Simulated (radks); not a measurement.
# Ho²⁺ in [Kr] 4d10 4f11 5s2 5p5.75 6s0.25: an all-electron calculation

What are the levels of the holmium ion Ho2+, how large are its shells, and how does its energy divide?

The numbers are computed with radks (a radial shooting solver on a logarithmic mesh, Libxc functionals) version 1 (scalar-relativistic Kohn-Sham, Wu-Cohen GGA, spin-unpolarised, spherical densities, point nucleus), except any that are marked as measured or tabulated.

### 1 The atom as given

| Item | Value |
| --- | --- |
| element | holmium (Z = 67) |
| charge | +2 |
| electrons | 65 |
| configuration | [Kr] 4d10 4f11 5s2 5p5.75 6s0.25 |

### 2 Self-consistent calculation

The run's settings:

```text
Z 67
configuration [Kr] 4d10 4f11 5s2 5p5.75 6s0.25
relativity scalar-relativistic
functional wc,pbe
spin unpolarised
nucleus point
c 137.035999084
```

On the command line:

```console
$ python run_ks.py task.json out
```

This one command runs every case of the session in turn.

What does the calculation give?

The runs gave:

| quantity | value |
| --- | --- |
| total energy | -12614.4395 hartree |
| exchange-correlation share of it | 2.13 % |
| −T/E | 1.0816 |
| highest occupied level | 6s, -15.071 eV |
| most extended occupied level | 6s, <r> = 3.34 bohr |
| radius at density 0.001 e/bohr³ | 3.58 bohr |
| maxima of the radial density | 4 |

What this shows: The radial density shows 4 maxima for 6 occupied principal shells; where shells overlap, one shows as a shoulder or not at all. −T/E is 1.082: with relativity the kinetic term as defined here no longer equals −E. This is not the tabulated ground configuration, so its levels and sizes aren't those of the ground state, and no measured value stands beside it.
